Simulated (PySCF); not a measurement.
# C2H5Cl3Si: the cost of one run

Computed with PySCF 2.14.0, with density-fitted response routines of our own, on a single molecule in the gas phase. Atoms are numbered from 0 throughout.

**1. Starting geometry**

11 atoms, charge 0, multiplicity 1; geometry from: GFN2-xTB. The atoms were then displaced at random by about 0.01 Å, so the start is not that level's minimum.

Bonds of the start (Å): Si0–C1 1.95, C1–C2 1.51, C2–Cl3 1.77, C2–Cl4 1.78, C2–Cl5 1.78, Si0–H6 1.47, Si0–H7 1.46, Si0–H8 1.45, C1–H9 1.08, C1–H10 1.10.

**2. Optimising the geometry at PBE0-D3(BJ)/def2-SVP**

What the job is given:

```
{"job": {"xc": "PBE0", "basis": "def2-SVP", "d3": "d3bj", "grid": 1, "shake": 0.01, "kind": "geom"}, "charge": 0, "multiplicity": 1}
Si     1.551430    -0.200580    -0.170900
C     -0.176990     0.703500    -0.097400
C     -1.314430    -0.235480     0.203020
Cl    -1.211080    -1.640840    -0.870510
Cl    -2.897690     0.545690    -0.002170
Cl    -1.203350    -0.813700     1.885100
H      2.530070     0.882630     0.021420
H      1.698720    -0.767760    -1.503360
H      1.618230    -1.172540     0.897780
H     -0.378050     1.180310    -1.045430
H     -0.178750     1.492940     0.666790
```

The run is started by

```bash
> OMP_NUM_THREADS=1 python probes_run.py task.json out
```

The driver reads the jobs from task.json and runs them one after another.

Q: Estimate the wall time and peak memory of this first job on 1 thread of Arm Neoverse V1, shared host.

About 37 s, with a peak of 0.54 GiB.
